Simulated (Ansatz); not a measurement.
# Cl3HSi: the cost of one run

The runs use Ansatz 0.2.0, Gaussian basis; PBE0-D4/def2-TZVP structures, single points in def2-TZVPP, no counterpoise correction.

Levels: SPW92, PBE-D4, BLYP-D4, r2SCAN-D4, B97M-V, PBE0-D4, B3LYP-D4, r2SCAN0-D4, BHLYP-D4, CAM-B3LYP-D4, wB97X-V, wB97M-V, B2PLYP, PBE-QIDH, RPA on PBE, Hartree-Fock, MP2, CCSD, CCSD(T).

Cores are frozen in the correlated methods. B3LYP uses VWN-RPA correlation. B2PLYP carries no dispersion term here.

95 further runs of the same task are left out: 1 that didn't finish, 94 set aside as unsound or not needed.

### Step 1. The starting structure

The complex: 10 atoms, charge 0, spin multiplicity 1.

Atoms are counted from 1 here; the program's logs count them from 0.

Bond lengths: Si1–Cl3 2.031 Å, Si1–Cl4 2.032 Å, Si1–Cl5 2.032 Å, Si1–H6 1.467 Å, Si2–Cl7 2.058 Å, Si2–H8 1.479 Å, Si2–H9 1.481 Å, Si2–H10 1.480 Å. Angles: Cl3–Si1–Cl4 109.5°, Cl3–Si1–Cl5 109.0°, Cl3–Si1–H6 110.0°, Cl4–Si1–Cl5 109.0°, Cl4–Si1–H6 110.0°, Cl5–Si1–H6 109.3°, Cl7–Si2–H8 108.6°, Cl7–Si2–H9 108.1°, Cl7–Si2–H10 108.1°, H8–Si2–H9 110.7°, H8–Si2–H10 110.7°, H9–Si2–H10 110.5°.

As a file:

```mol
Cl4H4Si2
  3D, bonds by distance, orders not assigned

 10  8  0  0  0  0  0  0  0  0999 V2000
   -1.3256    1.2397   -1.3281 Si  0  0
    1.3846   -1.2857    1.3856 Si  0  0
   -0.0521   -0.0091   -2.3005 Cl  0  0
   -2.2929    0.2163    0.1362 Cl  0  0
   -2.6936    1.9526   -2.6503 Cl  0  0
   -0.5807    2.3621   -0.7467 H   0  0
    1.4184    0.7671    1.2368 Cl  0  0
    0.3332   -1.8074    0.4864 H   0  0
    2.7159   -1.7967    0.9874 H   0  0
    1.0928   -1.6389    2.7934 H   0  0
  1  3  8  0
  1  4  8  0
  1  5  8  0
  1  6  8  0
  2  7  8  0
  2  8  8  0
  2  9  8  0
  2 10  8  0
M  END
```

Its parts: SiHCl₃ holds atoms 1, 3, 4, 5, 6; SiH₃Cl holds atoms 2, 7, 8, 9, 10. Each part counts its atoms afresh in its own runs.

### Step 2. Relaxing SiHCl₃ alone

relax-a/in.yaml

```yaml
crystal:
  periodic: [false, false, false]
  atoms:
    - {symbol: Si, position_ang: [-1.325614, 1.239711, -1.328081]}
    - {symbol: Cl, position_ang: [-0.052125, -0.009086, -2.300477]}
    - {symbol: Cl, position_ang: [-2.292928, 0.216301, 0.136154]}
    - {symbol: Cl, position_ang: [-2.693595, 1.952566, -2.650344]}
    - {symbol: H, position_ang: [-0.580737, 2.362116, -0.746709]}
basis:
  gaussian: {orbitals: def2-TZVP}
hamiltonian: {xc: pbe0, dispersion: d4}
relax: {f_tol: 0.005, max_steps: 200}
```

Run with:

```console
> ansatz run in.yaml --threads 2 --pin off --events-out ev --progress --plain --max-ram 32768MiB --backend cpu
```

**Question.** How long does this run take on 2 threads of AMD EPYC 7R13, shared host?

About 13 s.
